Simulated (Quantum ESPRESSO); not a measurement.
# Zr in Quantum ESPRESSO: a series of runs

Runs on Zr. Level: PBE. Tasks: work function.

Everything below comes from runs of Quantum ESPRESSO 7.5. Logs are shortened: lines on timing, memory, paths and dates and some standing lists are left out, and cuts for length are marked.

## 1. The slab as given

The cell holds a slab with vacuum, 5 atoms: a = 3.232 Å, b = 3.232 Å, c = 25.294 Å, α = 90.00°, β = 90.00°, γ = 120.00°.

## 2. Work function, PBE

pw.in reads:

```
&CONTROL
  calculation = 'scf'
  prefix = 'pwscf'
  outdir = './tmp'
  pseudo_dir = './pseudo'
  tprnfor = .true.
  disk_io = 'low'
/
&SYSTEM
  ibrav = 0
  celldm(1) = 8
  nat = 5
  ntyp = 1
  ecutwfc = 66
  nbnd = 40
  occupations = 'smearing'
  smearing = 'fd'
  degauss = 0.00073499
/
&ELECTRONS
  conv_thr = 5d-09
  electron_maxstep = 150
  mixing_beta = 0.3
  mixing_mode = 'local-TF'
/
ATOMIC_SPECIES
Zr    91.2240 Zr.upf
CELL_PARAMETERS alat
  0.7634489344666   0.0000000000000   0.0000000000000
 -0.3817244672538   0.6611661717384   0.0000000000000
  0.0000000000000   0.0000000000000   5.9748415745355
ATOMIC_POSITIONS crystal
Zr     0.3333333333    0.6666666666    0.2965130070
Zr     0.6666666667    0.3333333334    0.3982565035
Zr     0.3333333333    0.6666666666    0.5000000000
Zr     0.6666666667    0.3333333334    0.6017434965
Zr     0.3333333333    0.6666666666    0.7034869930
K_POINTS automatic
9 9 1 0 0 0
```

pp_density.in reads:

```
&INPUTPP
  prefix = 'pwscf'
  outdir = './tmp'
  filplot = 'density.dat'
  plot_num = 0
/
&PLOT
  nfile = 1
  filepp(1) = 'density.dat'
  iflag = 3
  output_format = 6
  fileout = 'density.cube'
/
```

pp_potential.in reads:

```
&INPUTPP
  prefix = 'pwscf'
  outdir = './tmp'
  filplot = 'potential.dat'
  plot_num = 11
/
&PLOT
  nfile = 1
  filepp(1) = 'potential.dat'
  iflag = 3
  output_format = 6
  fileout = 'potential.cube'
/
```

pp_elf.in reads:

```
&INPUTPP
  prefix = 'pwscf'
  outdir = './tmp'
  filplot = 'elf.dat'
  plot_num = 8
/
&PLOT
  nfile = 1
  filepp(1) = 'elf.dat'
  iflag = 3
  output_format = 6
  fileout = 'elf.cube'
/
```

Potentials or basis: PseudoDojo 0.4.1 SR PBE standard.

The run is started by

```sh
OMP_NUM_THREADS=1 mpirun -n 2 pw.x -nk 2 -in pw.in > pw.out
OMP_NUM_THREADS=1 mpirun -n 1 pp.x -in pp_density.in > pp_density.out
OMP_NUM_THREADS=1 mpirun -n 1 pp.x -in pp_potential.in > pp_potential.out
OMP_NUM_THREADS=1 mpirun -n 1 pp.x -in pp_elf.in > pp_elf.out
```

pw.out:

```text
This program is part of the open-source Quantum ESPRESSO suite
     for quantum simulation of materials; please cite
[... 6 lines left out ...]
     using ibrav=0 with symmetry is DISCOURAGED, use correct ibrav instead

     K-points division:     npool     =       2
     Subspace diagonalization in iterative solution of the eigenvalue problem:
     a serial algorithm will be used

     G-vector sticks info
     --------------------
     sticks:   dense  smooth     PW     G-vecs:    dense   smooth      PW
     Sum         673     673    199               111907   111907   17937

     Using Slab Decomposition

     bravais-lattice index     =            0
     lattice parameter (alat)  =       8.0000  a.u.
     unit-cell volume          =    1544.1411 (a.u.)^3
     number of atoms/cell      =            5
     number of atomic types    =            1
     number of electrons       =        60.00
     number of Kohn-Sham states=           40
     kinetic-energy cutoff     =      66.0000  Ry
     charge density cutoff     =     264.0000  Ry
     scf convergence threshold =      5.0E-09
     mixing beta               =       0.3000
     number of iterations used =            8  local-TF  mixing
     Exchange-correlation= PBE
                           (   1   4   3   4   0   0   0)

     celldm(1)=   8.000000  celldm(2)=   0.000000  celldm(3)=   0.000000
     celldm(4)=   0.000000  celldm(5)=   0.000000  celldm(6)=   0.000000

     crystal axes: (cart. coord. in units of alat)
               a(1) = (   0.763449   0.000000   0.000000 )
               a(2) = (  -0.381724   0.661166   0.000000 )
               a(3) = (   0.000000   0.000000   5.974842 )

     reciprocal axes: (cart. coord. in units 2 pi/alat)
               b(1) = (  1.309845  0.756240 -0.000000 )
               b(2) = (  0.000000  1.512479  0.000000 )
               b(3) = (  0.000000 -0.000000  0.167368 )

     PseudoPot. # 1 for Zr read from file:
     Zr.upf
     Pseudo is Norm-conserving + core correction, Zval = 12.0
     Generated using ONCVPSP code by D. R. Hamann
     Using radial grid of 1622 points,  6 beta functions with:
                l(1) =   0
                l(2) =   0
                l(3) =   1
                l(4) =   1
                l(5) =   2
                l(6) =   2

     atomic species   valence    mass     pseudopotential
     Zr               12.00    91.22400     Zr( 1.00)

     12 Sym. Ops. (no inversion) found

   Cartesian axes

     site n.     atom                  positions (alat units)
         1        Zr     tau(   1) = (  -0.0000000   0.4407774   1.7716182  )
         2        Zr     tau(   2) = (   0.3817245   0.2203887   2.3795195  )
         3        Zr     tau(   3) = (  -0.0000000   0.4407774   2.9874208  )
         4        Zr     tau(   4) = (   0.3817245   0.2203887   3.5953221  )
         5        Zr     tau(   5) = (  -0.0000000   0.4407774   4.2032233  )

     number of k points=    12  Fermi-Dirac smearing, width (Ry)=  0.0007
                       cart. coord. in units 2pi/alat
        k(    1) = (   0.0000000   0.0000000   0.0000000), wk =   0.0246914
        k(    2) = (   0.0000000   0.1680532   0.0000000), wk =   0.1481481
        k(    3) = (   0.0000000   0.3361065   0.0000000), wk =   0.1481481
        k(    4) = (   0.0000000   0.5041597   0.0000000), wk =   0.1481481
        k(    5) = (   0.0000000   0.6722129   0.0000000), wk =   0.1481481
        k(    6) = (   0.1455384   0.2520798   0.0000000), wk =   0.1481481
        k(    7) = (   0.1455384   0.4201331   0.0000000), wk =   0.2962963
        k(    8) = (   0.1455384   0.5881863   0.0000000), wk =   0.2962963
        k(    9) = (   0.1455384   0.7562395   0.0000000), wk =   0.1481481
        k(   10) = (   0.2910767   0.5041597   0.0000000), wk =   0.1481481
        k(   11) = (   0.2910767   0.6722129   0.0000000), wk =   0.2962963
        k(   12) = (   0.4366151   0.7562395   0.0000000), wk =   0.0493827

     Dense  grid:   111907 G-vectors     FFT dimensions: (  32,  32, 250)

     Initial potential from superposition of free atoms

     starting charge      59.9882, renormalised to      60.0000

     negative rho (up, down):  3.049E-05 0.000E+00
     Starting wfcs are   50 randomized atomic wfcs

     Self-consistent Calculation

     iteration #  1     ecut=    66.00 Ry     beta= 0.30
     Davidson diagonalization with overlap
     ethr =  1.00E-02,  avg # of iterations =  2.7

     total energy              =    -506.12704298 Ry
     estimated scf accuracy    <       5.23039869 Ry

     iteration #  2     ecut=    66.00 Ry     beta= 0.30
     Davidson diagonalization with overlap
     ethr =  8.72E-03,  avg # of iterations =  1.0

     total energy              =    -506.06345264 Ry
     estimated scf accuracy    <       1.68516590 Ry

     iteration #  3     ecut=    66.00 Ry     beta= 0.30
     Davidson diagonalization with overlap
     ethr =  2.81E-03,  avg # of iterations =  1.1

     total energy              =    -506.05426217 Ry
     estimated scf accuracy    <       0.21292092 Ry

     iteration #  4     ecut=    66.00 Ry     beta= 0.30
     Davidson diagonalization with overlap
     ethr =  3.55E-04,  avg # of iterations =  5.2

     total energy              =    -506.06946051 Ry
     estimated scf accuracy    <       0.03068347 Ry

     iteration #  5     ecut=    66.00 Ry     beta= 0.30
     Davidson diagonalization with overlap
     ethr =  5.11E-05,  avg # of iterations =  7.3

     total energy              =    -506.06973824 Ry
     estimated scf accuracy    <       0.01953288 Ry

     iteration #  6     ecut=    66.00 Ry     beta= 0.30
     Davidson diagonalization with overlap
     ethr =  3.26E-05,  avg # of iterations =  1.2

     total energy              =    -506.06955460 Ry
     estimated scf accuracy    <       0.01000663 Ry

     iteration #  7     ecut=    66.00 Ry     beta= 0.30
     Davidson diagonalization with overlap
     ethr =  1.67E-05,  avg # of iterations =  1.4
[... 76 lines left out ...]
     total energy              =    -506.06758568 Ry
     estimated scf accuracy    <       0.00000208 Ry

     iteration # 17     ecut=    66.00 Ry     beta= 0.30
     Davidson diagonalization with overlap
     ethr =  3.47E-09,  avg # of iterations =  5.8

     total energy              =    -506.06758676 Ry
     estimated scf accuracy    <       0.00000035 Ry

     iteration # 18     ecut=    66.00 Ry     beta= 0.30
     Davidson diagonalization with overlap
     ethr =  5.80E-10,  avg # of iterations =  2.6

     negative rho (up, down):  5.537E-06 0.000E+00

     total energy              =    -506.06758704 Ry
     estimated scf accuracy    <       0.00000008 Ry

     iteration # 19     ecut=    66.00 Ry     beta= 0.30
     Davidson diagonalization with overlap
     ethr =  1.31E-10,  avg # of iterations =  3.0

     negative rho (up, down):  1.108E-06 0.000E+00

     total energy              =    -506.06758703 Ry
     estimated scf accuracy    <       0.00000003 Ry

     iteration # 20     ecut=    66.00 Ry     beta= 0.30
     Davidson diagonalization with overlap
     ethr =  4.36E-11,  avg # of iterations =  2.6

     End of self-consistent calculation

          k = 0.0000 0.0000 0.0000 ( 13917 PWs)   bands (ev):

   -43.8194 -43.8193 -43.5062 -43.4635 -43.3938 -22.1066 -22.0494 -21.7701
   -21.4489 -21.4489 -21.4488 -21.4488 -21.4369 -21.1738 -21.1738 -21.1512
   -21.1370 -21.1370 -21.0694 -21.0694  -0.1280   0.5157   1.3180   1.9573
     2.2284   5.1323   5.1342   5.6644   5.6961   6.0124   6.0124   6.0484
     6.0484   6.1301   6.1366   6.1371   6.2117   6.3314   6.3315   6.6750

          k = 0.0000 0.1681 0.0000 ( 13907 PWs)   bands (ev):

   -43.8093 -43.8093 -43.4940 -43.4542 -43.3870 -22.0790 -22.0321 -21.7681
   -21.5500 -21.5283 -21.4683 -21.4682 -21.4321 -21.2482 -21.2302 -21.1973
   -21.1550 -21.1384 -21.1368 -21.0826   0.2060   0.8361   1.6350   2.2871
     2.5476   4.9245   5.0719   5.2700   5.5618   5.5703   5.6520   5.8010
     5.9030   6.2682   6.2906   6.3061   6.4059   6.4411   6.5780   6.5801

          k = 0.0000 0.3361 0.0000 ( 13984 PWs)   bands (ev):

   -43.7839 -43.7838 -43.4620 -43.4303 -43.3704 -22.0112 -21.9928 -21.8024
   -21.7529 -21.6956 -21.5245 -21.5171 -21.5169 -21.4200 -21.3860 -21.2600
   -21.2544 -21.2000 -21.1642 -21.1176   1.0781   1.6294   2.3577   3.0143
     3.2183   4.3366   4.4972   4.7970   4.8300   5.0764   5.2048   5.6467
     5.6871   6.1311   6.1952   6.6058   6.7486   6.9773   7.0707   7.3011

          k = 0.0000 0.5042 0.0000 ( 13960 PWs)   bands (ev):

   -43.7547 -43.7547 -43.4232 -43.4031 -43.3536 -22.0020 -22.0007 -21.9397
   -21.9382 -21.7721 -21.7080 -21.5948 -21.5720 -21.5715 -21.4789 -21.3165
   -21.3084 -21.2508 -21.2151 -21.1590   2.0424   2.3148   2.7374   3.1419
     3.2441   3.8537   4.1176   4.3249   4.5662   5.2882   5.3196   5.7641
     5.9469   6.1402   6.2913   6.3362   6.7640   7.4901   7.7524   7.7769

          k = 0.0000 0.6722 0.0000 ( 14010 PWs)   bands (ev):

   -43.7356 -43.7356 -43.3953 -43.3852 -43.3451 -22.1263 -22.1255 -21.9847
   -21.9844 -21.8233 -21.7682 -21.6789 -21.6075 -21.6068 -21.4745 -21.3558
   -21.3220 -21.2836 -21.2694 -21.1865   2.4089   2.4473   2.7614   2.8729
     2.9549   3.5544   4.0304   4.2239   4.3696   5.3557   5.7494   6.0592
     6.3750   6.5172   6.6298   6.8059   6.8710   7.5373   8.5089   8.7116

          k = 0.1455 0.2521 0.0000 ( 13962 PWs)   bands (ev):

   -43.7916 -43.7915 -43.4718 -43.4376 -43.3753 -22.0309 -22.0033 -21.7784
   -21.6852 -21.6496 -21.5178 -21.5099 -21.4760 -21.3601 -21.3372 -21.2743
   -21.1983 -21.1953 -21.1498 -21.1212   0.8180   1.4072   2.1802   2.8608
     3.0953   4.5015   4.6741   4.9121   5.0068   5.1048   5.2763   5.6285
     5.6876   6.0953   6.2992   6.6131   6.7009   6.7382   6.8819   7.0424
[... 19 lines left out ...]
   -43.7305 -43.7305 -43.3872 -43.3804 -43.3434 -22.1190 -22.1189 -21.9776
   -21.9735 -21.8233 -21.7495 -21.6802 -21.6708 -21.6594 -21.4618 -21.4212
   -21.3571 -21.3179 -21.2603 -21.2289   2.6346   2.6571   3.0354   3.0624
     3.1680   3.6319   4.1718   4.3303   4.3707   5.3476   5.5725   5.6602
     5.9793   6.2433   6.5611   6.6125   6.9734   7.3671   8.2847   8.7779

          k = 0.2911 0.5042 0.0000 ( 13968 PWs)   bands (ev):

   -43.7419 -43.7419 -43.4049 -43.3910 -43.3474 -22.0032 -21.9979 -21.9261
   -21.9186 -21.7755 -21.7604 -21.6740 -21.6659 -21.5952 -21.4824 -21.4405
   -21.3629 -21.3054 -21.2484 -21.2221   2.7672   2.9468   3.2097   3.4431
     3.9881   4.1078   4.2256   4.4473   4.5494   4.6609   4.7558   5.2889
     5.4678   5.6720   6.0966   6.2452   6.4049   7.0007   7.6610   7.6884

          k = 0.2911 0.6722 0.0000 ( 14026 PWs)   bands (ev):

   -43.7272 -43.7272 -43.3818 -43.3773 -43.3425 -22.0440 -22.0410 -21.9372
   -21.9224 -21.8202 -21.7952 -21.7393 -21.7084 -21.6461 -21.5120 -21.5094
   -21.4051 -21.3817 -21.2617 -21.2610   3.1459   3.1702   3.4674   3.5887
     3.7356   4.0376   4.1974   4.4659   4.7020   4.8765   5.2313   5.2990
     5.5234   5.6949   5.8772   5.8919   6.8607   7.1450   7.9708   8.4562

          k = 0.4366 0.7562 0.0000 ( 14058 PWs)   bands (ev):

   -43.7221 -43.7221 -43.3726 -43.3725 -43.3420 -21.9630 -21.9528 -21.9309
   -21.9288 -21.9160 -21.8923 -21.7056 -21.6960 -21.6672 -21.5941 -21.5389
   -21.4740 -21.4016 -21.2801 -21.2645   3.3464   3.7347   3.8600   3.8797
     3.9015   4.0544   4.1414   4.4652   4.4703   5.2216   5.2954   5.3401
     5.3445   5.3850   5.4674   5.5365   7.0662   7.2066   7.9728   8.4850

     the Fermi energy is     5.2608 ev

!    total energy              =    -506.06758704 Ry
     estimated scf accuracy    <          2.6E-09 Ry
     smearing contrib. (-TS)   =      -0.00047178 Ry
     internal energy E=F+TS    =    -506.06711526 Ry

     The total energy is F=E-TS. E is the sum of the following terms:
     one-electron contribution =   -2854.88358392 Ry
     hartree contribution      =    1431.60110875 Ry
     xc contribution           =     -99.92286081 Ry
     ewald contribution        =    1017.13822071 Ry

     convergence has been achieved in  20 iterations

     Forces acting on atoms (cartesian axes, Ry/au):

     atom    1 type  1   force =     0.00000000    0.00000000    0.01803313
     atom    2 type  1   force =     0.00000000   -0.00000000   -0.02408139
     atom    3 type  1   force =     0.00000000    0.00000000    0.00000000
     atom    4 type  1   force =    -0.00000000    0.00000000    0.02408139
     atom    5 type  1   force =     0.00000000    0.00000000   -0.01803313

     Total force =     0.042547     Total SCF correction =     0.000211

=------------------------------------------------------------------------------=
   JOB DONE.
=------------------------------------------------------------------------------=
```

Wall time 99 s (2 MPI ranks of Arm Neoverse V2, shared host); peak memory 0.5 GiB.

Results:

| Property | Result |
| --- | --- |
| Free energy | -6885.4003 eV |
| Largest force | 0.619 eV/Å |
| Band gap on the k mesh | none (metal or under the smearing width) |
| Work function of the upper face | 4.20 eV |
| Work function of the lower face | 4.20 eV |

Forces in eV/Å, atoms in the order of the input:
```
Zr   0.000  0.000  0.464
Zr   0.000  0.000 -0.619
Zr   0.000  0.000  0.000
Zr   0.000  0.000  0.619
Zr   0.000  0.000 -0.464
```

[end of part 1 of 3]
